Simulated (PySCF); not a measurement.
# B2F4 (diboron tetrafluoride): the cost of one run

Computed with PySCF 2.14.0, with density-fitted response routines of our own, on a single molecule in the gas phase. Atoms are numbered from 0 throughout.

### Step 1. The starting structure

6 atoms, charge 0, multiplicity 1; geometry from: GFN2-xTB. The atoms were then displaced at random by about 0.01 Å, so the start is not that level's minimum.

Bonds of the start (Å): F0–B1 1.32, B1–F2 1.33, B1–B3 1.76, B3–F4 1.29, B3–F5 1.29.

### Step 2. Relaxing the molecule at PBE0-D3(BJ)/def2-SVP

The job: settings as JSON, then the geometry in Å.

```
{"job": {"xc": "PBE0", "basis": "def2-SVP", "d3": "d3bj", "grid": 1, "shake": 0.01, "kind": "geom"}, "charge": 0, "multiplicity": 1}
F     -1.561770    -1.028160     0.458550
B     -0.854260    -0.074150    -0.116120
F     -1.580090     0.740330    -0.874780
B      0.882590     0.073550     0.101840
F      1.403830     0.754970     1.066560
F      1.733870    -0.496560    -0.680710
```

On the command line:

```sh
OMP_NUM_THREADS=1 python probes_run.py task.json out
```

One launch serves the whole session: the jobs run in the order shown.

Q: Estimate the wall time and peak memory of this first job on 1 thread of Arm Neoverse V2, shared host.

About 16 s, with a peak of 0.34 GiB.
